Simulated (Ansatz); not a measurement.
Run this with Ansatz 0.2.0, Python API and show what comes out.

`b2h6osi.xyz`
```text
10

B    -1.59080    1.21260    0.51080
O    -0.67270    0.26750    0.96790
Si    0.24660   -0.13080   -0.42220
B     1.68710   -1.43410    0.09680
H    -2.69620    0.90050    0.08980
H    -1.39150    2.42700    0.56640
H    -0.54630   -0.70560   -1.45770
H     1.00460    1.08220   -0.92670
H     1.63300   -2.48630   -0.38090
H     2.40930   -1.18420    0.95870
```

Script `bde.py`:
```python
# -*- coding: utf-8 -*-
import ansatz as az


def single_point(molecule, charge=0, unpaired=0):
    calc = molecule.calculation().basis(gaussian="cc-pVTZ").functional("pbe0")
    if charge:
        calc = calc.charge(charge)
    if unpaired:
        calc = calc.spin("collinear", total=unpaired)
    return calc.run(threads=1).report["free_energy_ev"]

def without(molecule, index):
    rest = az.Crystal.molecule()
    for i, site in enumerate(molecule.cartesian_sites):
        if i != index:
            rest = rest.atom(site.symbol, site.position_ang)
    return rest


def main():
    molecule = az.Crystal.molecule_from_extxyz("b2h6osi.xyz")

    whole = single_point(molecule, 0)
    hydrogen = single_point(az.Crystal.molecule().atom("H", (0, 0, 0)), 0, 1)
    print(f"E(molecule) = {whole:.5f} eV, E(H) = {hydrogen:.5f} eV")
    for index in [5, 7, 9]:
        radical = single_point(without(molecule, index), 0, 1)
        print(f"H{index}: homolysis {96.485332 * (radical + hydrogen - whole):.1f} kJ/mol")
        anion = single_point(without(molecule, index), -1)
        print(f"H{index}: loss of a proton {96.485332 * (anion - whole):.1f} kJ/mol")


if __name__ == "__main__":
    main()
```

Output of `python bde.py`:
```text
E(molecule) = -11368.44299 eV, E(H) = -13.63395 eV
H5: homolysis 425.2 kJ/mol
H5: loss of a proton 1695.0 kJ/mol
H7: homolysis 354.5 kJ/mol
H7: loss of a proton 1535.1 kJ/mol
H9: homolysis 437.2 kJ/mol
H9: loss of a proton 1698.5 kJ/mol
```

Total energies depend on the basis set; only differences at equal settings carry meaning. The geometry is a force-field or estimated start, not a minimum of this method, and the basis set is short of its limit. All parts are taken at fixed geometry, without zero-point energy. Anions want diffuse functions, which this basis lacks. The whole script took 55 s on 1 thread of Arm Neoverse V2, with other jobs on the host, peak memory 0.53 GiB.

(A comment or docstring line of the script was reworded after the run, the code is as it ran; lines on the test bed's own set-up are left out of the output.)
